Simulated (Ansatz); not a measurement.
# CH2O2Se: the cost of one run

Program: Ansatz 0.2.0. Level of theory: RKS B3LYP/def2-SVP. These are calculated values, not measurements.

1 further run of the same task is left out (it didn't finish).

## 1. The system as given

Bond lengths: O1–C2 1.364 Å, C2–O3 1.365 Å, C2–Se4 1.829 Å, O1–H5 1.065 Å, O3–H6 0.996 Å. Angles: O1–C2–O3 119.2°, O1–C2–Se4 113.1°, O3–C2–Se4 127.7°, C2–O1–H5 118.7°, C2–O3–H6 122.3°.

As a file:

```xyz
6

O     0.4817    1.1112   -0.5450
C     0.0008   -0.0258    0.0360
O     0.4508   -0.3821    1.2747
Se   -1.1478   -0.9519   -1.0449
H     0.0859    1.4120   -1.4872
H     0.1708   -1.2276    1.7201
```

## 2. Relaxing end A

input.yaml reads:

```yaml
crystal:
  periodic: [false, false, false]
  atoms:
    - { symbol: O, position_ang: [0.4817, 1.1112, -0.545] }
    - { symbol: C, position_ang: [0.0008, -0.0258, 0.036] }
    - { symbol: O, position_ang: [0.4508, -0.3821, 1.2747] }
    - { symbol: Se, position_ang: [-1.1478, -0.9519, -1.0449] }
    - { symbol: H, position_ang: [0.0859, 1.412, -1.4872] }
    - { symbol: H, position_ang: [0.1708, -1.2276, 1.7201] }
basis:
  gaussian: { orbitals: def2-SVP }
hamiltonian:
  xc: b3lyp
relax:
  f_tol: 0.015
  max_steps: 40
output:
  orbitals: {}
```

The run is started by

```bash
> ansatz run input.yaml --threads 1 --pin off --max-ram 2048MiB --backend cpu --events-out ev --progress --plain --runs-dir out
```

**Question.** How long does this run take on 1 thread of Arm Neoverse V1, shared host, and how much memory does it need?

About 21 s, with a peak of 0.17 GiB.
